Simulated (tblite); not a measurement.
# C8H10Si: the cost of one run

Programs: tblite 0.8.0 and PySCF 2.14.0, with density-fitted response routines of our own. Each step states its level of theory. These are calculated values for one molecule in the gas phase, unless marked as measured. Atoms count from 0, in the outputs and in this text.

## Step 1: The starting structure

19 atoms, charge 0, multiplicity 1; geometry from: force field or distance geometry start.

Bonds of the start (Å): C0–C1 1.21, C1–Si2 1.83, Si2–C3 1.83, C3–C4 1.52, C4–C5 1.35, C4–C6 1.51, C6–C7 1.51, C7–C8 1.33, C6–Si2 1.83, C0–H9 1.06, Si2–H10 1.44, C3–H11 1.12, C3–H12 1.10, C5–H13 1.09, C5–H14 1.10, C6–H15 1.10, C7–H16 1.09, C8–H17 1.09, C8–H18 1.09.

## Step 2: Relaxing the molecule with GFN2-xTB

Job settings and geometry (Å):

```
{"job": {"kind": "relax", "xc": "GFN2-xTB", "basis": "xTB"}, "charge": 0, "multiplicity": 1}
C      0.281500     3.724100     0.758700
C      0.128200     2.678400     0.169400
Si    -0.063900     1.070300    -0.690700
C     -1.733500     0.326300    -0.545500
C     -1.143100    -0.903300     0.116400
C     -1.709600    -2.119000     0.265200
C      0.202200    -0.315800     0.481500
C      1.357900    -1.136200    -0.042000
C      2.602800    -0.893000     0.341200
H      0.402500     4.644900     1.278700
H      0.611100     0.968100    -1.960300
H     -2.430100     0.785500     0.207600
H     -2.253300     0.038200    -1.470100
H     -1.163400    -2.929400     0.755000
H     -2.730800    -2.292100    -0.101700
H      0.308900    -0.083200     1.552500
H      1.119800    -1.931800    -0.745200
H      3.375600    -1.531600    -0.087200
H      2.827500    -0.091100     1.048900
```

On the command line:

```sh
$ OMP_NUM_THREADS=1 python probes_run.py task.json out
```

The driver reads the jobs from task.json and runs them one after another.

**Question.** How long does this first job take on 1 thread of Arm Neoverse N1, shared host?

About 1.4 s.
